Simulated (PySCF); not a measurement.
**Si⁺, Si²⁺: ionisation energy in 6-31G***

Each state of silicon is computed at each level; their differences give the ionisation energy. How far do the methods differ?

Program: PySCF 2.14.0. Level of theory: unrestricted determinants in a Gaussian basis, no spin-orbit coupling in the energies. These are calculated values, not measurements, unless marked.

## 1. What is computed

| Item | Value |
| --- | --- |
| Element | silicon (Z = 14) |
| Basis | 6-31G* |
| Hamiltonian | the non-relativistic Hamiltonian (point nucleus) |
| State 1 | Si⁺: [Ne] 3s2 3p1, 2P determinant |
| State 2 | Si²⁺: [Ne] 3s2, closed-shell 1S |
| Methods | UHF, r2SCAN, TPSS, MP2, CCSD(T) |
| Core shells frozen in the correlated runs | valence: [Ne] (for Si⁺) |

Outer shells as boxes (Hund's rule):

Si+ [Ne] 3s2 3p1
```
[Ne] core
3s [↑↓]
3p [↑ ][  ][  ]
```

Si2+ [Ne] 3s2
```
[Ne] core
3s [↑↓]
```

One driver process ran all states and methods and kept the integrals in memory. Each run is shown as a PySCF script that sums up its settings (the driver passes frozen orbitals as a list and adds second-order terms of double hybrids); the logs are those of the runs themselves. The driver starts from symmetry-adapted Hartree-Fock orbitals, holds the occupation by maximum overlap and uses a logarithmic radial grid for functionals, so a plain start would take other cycles.

It was started by

```
OMP_NUM_THREADS=1 python atomrun2.py TASK.json OUT
```

The integrals over 18 functions and the set-up took 0.03 s of CPU time.

## 2. Si⁺

Level: UHF.

Contents of input.py:

```python
from pyscf import gto, scf, dft, mp, cc
import basis_set_exchange as bse
mol = gto.M(atom="Si 0 0 0", charge=1, spin=1, symmetry="D2h",
            basis=gto.basis.parse(bse.get_basis("6-31G*", elements=["Si"], fmt="nwchem", header=False)))
mf = scf.UHF(mol)
mf.irrep_nelec = {'Ag': (3, 3), 'B1u': (1, 1), 'B2u': (2, 1), 'B3u': (1, 1)}
mf.kernel()
```

Level: r2SCAN.

Changes to input.py:

```diff
@@ -4,3 +4,3 @@
             basis=gto.basis.parse(bse.get_basis("6-31G*", elements=["Si"], fmt="nwchem", header=False)))
-mf = scf.UHF(mol)
+mf = dft.UKS(mol, xc="R2SCAN")
 mf.irrep_nelec = {'Ag': (3, 3), 'B1u': (1, 1), 'B2u': (2, 1), 'B3u': (1, 1)}
```

Level: TPSS.

Changes to input.py:

```diff
@@ -4,3 +4,3 @@
             basis=gto.basis.parse(bse.get_basis("6-31G*", elements=["Si"], fmt="nwchem", header=False)))
-mf = dft.UKS(mol, xc="R2SCAN")
+mf = dft.UKS(mol, xc="TPSS")
 mf.irrep_nelec = {'Ag': (3, 3), 'B1u': (1, 1), 'B2u': (2, 1), 'B3u': (1, 1)}
```

Level: MP2 (valence).

Changes to input.py:

```diff
@@ -4,4 +4,5 @@
             basis=gto.basis.parse(bse.get_basis("6-31G*", elements=["Si"], fmt="nwchem", header=False)))
-mf = dft.UKS(mol, xc="TPSS")
+mf = scf.UHF(mol)
 mf.irrep_nelec = {'Ag': (3, 3), 'B1u': (1, 1), 'B2u': (2, 1), 'B3u': (1, 1)}
 mf.kernel()
+mp.UMP2(mf, frozen=5).kernel()
```

Level: CCSD(T) (valence).

Changes to input.py:

```diff
@@ -7,2 +7,3 @@
 mf.kernel()
-mp.UMP2(mf, frozen=5).kernel()
+mycc = cc.CCSD(mf, frozen=5).run()
+mycc.ccsd_t()
```

## 3. Si²⁺

Level: UHF.

Contents of input.py:

```python
from pyscf import gto, scf, dft, mp, cc
import basis_set_exchange as bse
mol = gto.M(atom="Si 0 0 0", charge=2, spin=0, symmetry="D2h",
            basis=gto.basis.parse(bse.get_basis("6-31G*", elements=["Si"], fmt="nwchem", header=False)))
mf = scf.UHF(mol)
mf.irrep_nelec = {'Ag': (3, 3), 'B1u': (1, 1), 'B2u': (1, 1), 'B3u': (1, 1)}
mf.kernel()
```

Level: r2SCAN.

Changes to input.py:

```diff
@@ -4,3 +4,3 @@
             basis=gto.basis.parse(bse.get_basis("6-31G*", elements=["Si"], fmt="nwchem", header=False)))
-mf = scf.UHF(mol)
+mf = dft.UKS(mol, xc="R2SCAN")
 mf.irrep_nelec = {'Ag': (3, 3), 'B1u': (1, 1), 'B2u': (1, 1), 'B3u': (1, 1)}
```

Level: TPSS.

Changes to input.py:

```diff
@@ -4,3 +4,3 @@
             basis=gto.basis.parse(bse.get_basis("6-31G*", elements=["Si"], fmt="nwchem", header=False)))
-mf = dft.UKS(mol, xc="R2SCAN")
+mf = dft.UKS(mol, xc="TPSS")
 mf.irrep_nelec = {'Ag': (3, 3), 'B1u': (1, 1), 'B2u': (1, 1), 'B3u': (1, 1)}
```

Level: MP2 (valence).

Changes to input.py:

```diff
@@ -4,4 +4,5 @@
             basis=gto.basis.parse(bse.get_basis("6-31G*", elements=["Si"], fmt="nwchem", header=False)))
-mf = dft.UKS(mol, xc="TPSS")
+mf = scf.UHF(mol)
 mf.irrep_nelec = {'Ag': (3, 3), 'B1u': (1, 1), 'B2u': (1, 1), 'B3u': (1, 1)}
 mf.kernel()
+mp.UMP2(mf, frozen=5).kernel()
```

Level: CCSD(T) (valence).

Changes to input.py:

```diff
@@ -7,2 +7,3 @@
 mf.kernel()
-mp.UMP2(mf, frozen=5).kernel()
+mycc = cc.CCSD(mf, frozen=5).run()
+mycc.ccsd_t()
```

Before running it: what results should come out?

The runs gave:

| quantity | value |
| --- | --- |
| ionisation energy, Si⁺ | UHF 15.822, CCSD(T) (valence) 16.040 eV; reference 16.322 |

Each level's miss and price (over 1 difference):

```tsv
method	mean absolute miss against the measured value (with the measured fine structure taken into account where it is known) (eV)	CPU time, both states (s)
UHF	0.500	0.07
r2SCAN	0.214	0.29
TPSS	0.233	0.31
MP2 (valence)	0.374	0.07
SCS-MP2 (valence)	0.393	0.07
CCSD (valence)	0.298	
CCSD(T) (valence)	0.282	0.16
```

**Reading.** Against experiment r2SCAN comes closest (off by 0.21 eV), level with TPSS and UHF is farthest (0.50 eV). Hartree-Fock falls short because the species with more electrons holds more correlation energy, which it lacks. The basis is finite, and no extrapolation was made. The dearest level timed, TPSS, costs 4.4 times the cheapest, UHF, and differs from the measured value (with the measured fine structure taken into account where it is known) by 0.23 against 0.50 eV.
